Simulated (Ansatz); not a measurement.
# C3H12Si: the cost of one run

Method: UKS PBE0/def2-mTZVP, in Ansatz 0.2.0.

**1. The system as given**

Bond lengths: Si1–C2 2.170 Å, Si1–C3 1.892 Å, Si1–C4 1.890 Å, Si1–H5 1.500 Å, C2–H8 1.092 Å, C2–H9 1.090 Å, C2–H10 1.091 Å, C3–H11 1.085 Å, C3–H12 1.085 Å, C3–H13 1.085 Å, C4–H14 1.085 Å, C4–H15 1.084 Å, C4–H16 1.084 Å. Angles (14 of 24 angles, heavy atoms first): C2–Si1–C3 116.1°, C2–Si1–C4 112.8°, C3–Si1–C4 122.6°, Si1–C2–H8 102.2°, Si1–C2–H9 116.1°, Si1–C2–H10 117.4°, C2–Si1–H5 95.4°, C3–Si1–H5 101.1°, C4–Si1–H5 102.2°, Si1–C3–H11 113.5°, Si1–C3–H12 110.6°, Si1–C3–H13 109.9°, Si1–C4–H14 110.8°, Si1–C4–H15 110.3°.

Coordinates:

```xyz
16

Si   -0.0436    0.0736   -0.4265
C    -1.0175    1.0153    1.2686
C    -0.6679   -1.6506   -0.8939
C     1.7665    0.5872   -0.6098
H    -0.7195    0.9179   -1.4654
H    -0.1084   -0.0520    1.3707
H     0.5367   -0.7594    1.1573
H    -1.5971    1.8079    0.7904
H    -1.7580    0.4117    1.7925
H    -0.3837    1.5410    1.9840
H    -0.0565   -2.4537   -0.4966
H    -1.6826   -1.7986   -0.5387
H    -0.6888   -1.7555   -1.9735
H     2.0087    1.3953    0.0721
H     1.9558    0.9466   -1.6150
H     2.4561   -0.2266   -0.4162
```

**2. Pulling towards end A**

Springs on the bonds that form and break draw the guess towards this end; the thresholds are loose.

input.yaml reads:

```yaml
crystal:
  periodic: [false, false, false]
  atoms:
    - { symbol: Si, position_ang: [-0.0436, 0.0736, -0.4265] }
    - { symbol: C, position_ang: [-1.0175, 1.0153, 1.2686] }
    - { symbol: C, position_ang: [-0.6679, -1.6506, -0.8939] }
    - { symbol: C, position_ang: [1.7665, 0.5872, -0.6098] }
    - { symbol: H, position_ang: [-0.7195, 0.9179, -1.4654] }
    - { symbol: H, position_ang: [-0.1084, -0.052, 1.3707] }
    - { symbol: H, position_ang: [0.5367, -0.7594, 1.1573] }
    - { symbol: H, position_ang: [-1.5971, 1.8079, 0.7904] }
    - { symbol: H, position_ang: [-1.758, 0.4117, 1.7925] }
    - { symbol: H, position_ang: [-0.3837, 1.541, 1.984] }
    - { symbol: H, position_ang: [-0.0565, -2.4537, -0.4966] }
    - { symbol: H, position_ang: [-1.6826, -1.7986, -0.5387] }
    - { symbol: H, position_ang: [-0.6888, -1.7555, -1.9735] }
    - { symbol: H, position_ang: [2.0087, 1.3953, 0.0721] }
    - { symbol: H, position_ang: [1.9558, 0.9466, -1.615] }
    - { symbol: H, position_ang: [2.4561, -0.2266, -0.4162] }
magnetization:
  spin_polarized: true
basis:
  gaussian: { orbitals: def2-mTZVP }
hamiltonian:
  xc: pbe0
relax:
  f_tol: 0.15
  max_steps: 25
  restrain:
    - { distance: [0, 6], at: 2.72, k: 30.0 }
    - { distance: [5, 1], at: 2.37, k: 30.0 }
    - { distance: [0, 1], at: 1.87, k: 30.0 }
    - { distance: [5, 6], at: 0.62, k: 30.0 }
output:
  orbitals: {}
```

Command:

```bash
ansatz run input.yaml --threads 4 --pin off --max-ram 5120MiB --backend cpu --events-out ev --progress --plain --runs-dir out
```

What time and memory should one allow on 4 threads of Arm Neoverse N1, shared host?

About 39 s, with a peak of 0.35 GiB.
